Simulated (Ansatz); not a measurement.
Runs of Ansatz 0.2.0 on SnCl. The structure is hexagonal, space group P6_3mc (No. 186). The conventional cell has a = 3.498 Å, b = 3.498 Å, c = 10.062 Å, α = 90.00°, β = 90.00°, γ = 120.00°. Sn (site symmetry 3m) is surrounded by 1 Cl at 2.68 Å. Cl (site symmetry 3m) is surrounded by 1 Sn at 2.68 Å. The cell comes from a database or a generator and needn't be the stable form of this composition.

```tsv
share of exact exchange	gap on the mesh (eV)	pressure (GPa)	largest force (eV/Å)
0.05	none	(c)	0.14
0.25	none	-1.6	(b)
0.5	none	(a)	0.33
0.15	none	-1.1	0.19
0.4	none	-2.3	0.29
```

Alike in all rows: task single point; level HSE06 form with a typed share of exact exchange; potentials or basis Ansatz PAW; no spin polarisation; cell as given; k mesh 5 × 5 × 2; cutoff (eV) 420; smearing fermi-dirac 0.05 eV; the mesh is coarse, so values aren't converged.

Question: Fill in the values left out.

Answer: (a) -2.8; (b) 0.23; (c) -0.6.

Caveats: all runs use coarse meshes; the PAW data sets come from PBE, with cores solved anew for the run's functional, which leaves a small shift of forces and pressure; the thresholds are loose for stress.

A k mesh can miss the band edges, and the runs leave out spin-orbit coupling on Sn.

A gap of «none» marks a metal or a gap under the smearing width.
